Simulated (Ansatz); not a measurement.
# Ge5H12: one species, many methods

The task here is to estimate one member of a computed series from the others.

Method: functionals in def2-TZVPP, the program's frozen cores in correlated methods; program: Ansatz 0.2.0, Gaussian basis.

Plan: LDA (SPW92), PBE-D4, revPBE-D4, BLYP-D4, r2SCAN-D4, B97M-V, PBE0-D4, B3LYP-D4, r2SCANh-D4, r2SCAN0-D4, HSE06-D4, BHLYP-D4, CAM-B3LYP-D4, LC-ωPBE, ωB97X-V, ωB97M-V, B2PLYP, PBE-QIDH; CCSD(T)/def2-SVP; CCSD(T)/def2-TZVPP; MP2/def2-QZVPP; extrapolation to the limit; RPA on PBE.

## The geometry

All runs share one geometry, relaxed beforehand with PBE0-D4 in a triple-zeta def2 set.

SMILES `[GeH3][GeH2][GeH2][GeH2][GeH3]`, 17 atoms, charge 0, spin multiplicity 1.

Atoms are counted from 1 here; the program's logs count them from 0.

Bond lengths: Ge1–Ge2 2.423 Å, Ge1–H6 1.538 Å, Ge1–H7 1.537 Å, Ge1–H8 1.538 Å, Ge2–Ge3 2.426 Å, Ge2–H9 1.540 Å, Ge2–H10 1.540 Å, Ge3–Ge4 2.426 Å, Ge3–H11 1.540 Å, Ge3–H12 1.540 Å, Ge4–Ge5 2.423 Å, Ge4–H13 1.540 Å, Ge4–H14 1.540 Å, Ge5–H15 1.537 Å, Ge5–H16 1.538 Å, Ge5–H17 1.538 Å. Angles: Ge2–Ge1–H6 109.8°, Ge2–Ge1–H7 111.5°, Ge2–Ge1–H8 109.6°, H6–Ge1–H7 108.8°, H6–Ge1–H8 108.3°, H7–Ge1–H8 108.7°, Ge1–Ge2–Ge3 109.3°, Ge1–Ge2–H9 110.2°, Ge1–Ge2–H10 109.4°, Ge3–Ge2–H9 111.0°, Ge3–Ge2–H10 109.0°, H9–Ge2–H10 108.0°, Ge2–Ge3–Ge4 108.3°, Ge2–Ge3–H11 110.4°, Ge2–Ge3–H12 109.7°, Ge4–Ge3–H11 109.7°, Ge4–Ge3–H12 110.4°, H11–Ge3–H12 108.2° and more.

Set-up of the first run:

Input file in.yaml:

```yaml
crystal:
  periodic: [false, false, false]
  atoms:
    - {symbol: Ge, position_ang: [-2.036554, 0.838551, 1.549442]}
    - {symbol: Ge, position_ang: [0.269628, 1.542480, 1.311960]}
    - {symbol: Ge, position_ang: [1.671536, -0.407292, 0.966075]}
    - {symbol: Ge, position_ang: [0.664578, -1.770167, -0.770364]}
    - {symbol: Ge, position_ang: [0.106708, -0.368265, -2.666124]}
    - {symbol: H, position_ang: [-2.174965, -0.092209, 2.765705]}
    - {symbol: H, position_ang: [-2.976556, 2.040551, 1.736409]}
    - {symbol: H, position_ang: [-2.470954, 0.063118, 0.294476]}
    - {symbol: H, position_ang: [0.716535, 2.328526, 2.558645]}
    - {symbol: H, position_ang: [0.396658, 2.473540, 0.091368]}
    - {symbol: H, position_ang: [3.088416, 0.018124, 0.537371]}
    - {symbol: H, position_ang: [1.785070, -1.205656, 2.278341]}
    - {symbol: H, position_ang: [-0.619588, -2.416868, -0.217564]}
    - {symbol: H, position_ang: [1.616528, -2.899595, -1.206259]}
    - {symbol: H, position_ang: [-0.572620, -1.175836, -3.784027]}
    - {symbol: H, position_ang: [-0.847161, 0.751180, -2.216771]}
    - {symbol: H, position_ang: [1.382733, 0.279810, -3.228722]}
basis:
  gaussian: {orbitals: def2-TZVPP}
hamiltonian: {xc: lda}
output: {orbitals: {seedname: orbitals}}
```

Among the steps run: LDA; PBE-D4 (GGA); revPBE-D4 (GGA); BLYP-D4 (GGA); r2SCAN-D4 (meta-GGA); B97M-V (meta-GGA); PBE0-D4 (hybrid); B3LYP-D4 (hybrid); r2SCANh-D4 (hybrid); r2SCAN0-D4 (hybrid); HSE06-D4 (hybrid); BHLYP-D4 (hybrid); CAM-B3LYP-D4 (range-separated); LC-ωPBE-D4 (range-separated; the results give it without D4); ωB97X-V (range-separated); ωB97M-V (range-separated); B2PLYP (double hybrid); PBE-QIDH (double hybrid).

One of the session's tables, all rows but one given; the rest of the session is left out.

It belongs to the step «Orbital energies across the functionals». 

| functional | HOMO (eV) | gap (eV) |
| --- | --- | --- |
| LDA (SPW92) | -6.79 | 5.54 |
| PBE-D4 | -6.67 | 5.66 |
| revPBE-D4 | -6.62 | 5.71 |
| BLYP-D4 | -6.49 | 5.55 |
| r2SCAN-D4 | -6.93 | 6.18 |
| B97M-V | -7.02 | 6.16 |
| PBE0-D4 | -7.66 | 7.44 |
| B3LYP-D4 | -7.44 | 6.98 |
| r2SCANh-D4 | -7.29 | 6.80 |
| r2SCAN0-D4 | -7.83 | 7.74 |
| HSE06-D4 | -7.28 | 6.70 |
| BHLYP-D4 | ? | ? |
| CAM-B3LYP-D4 | -8.80 | 9.51 |
| LC-ωPBE | -10.06 | 11.89 |
| ωB97X-V | -9.76 | 11.45 |
| ωB97M-V | -9.58 | 11.02 |

**Question.** Estimate the row for BHLYP-D4.

Worked estimate for «HOMO (eV)». Against the share of exact exchange, BLYP-D4 (0, -6.49), B3LYP-D4 (0.2, -7.44) give a slope of -4.75 per unit share; at 0.5 the line stands at -8.86.

As computed: HOMO (eV): -8.50; gap (eV): 9.11. In «HOMO (eV)» the line misses by -0.36.
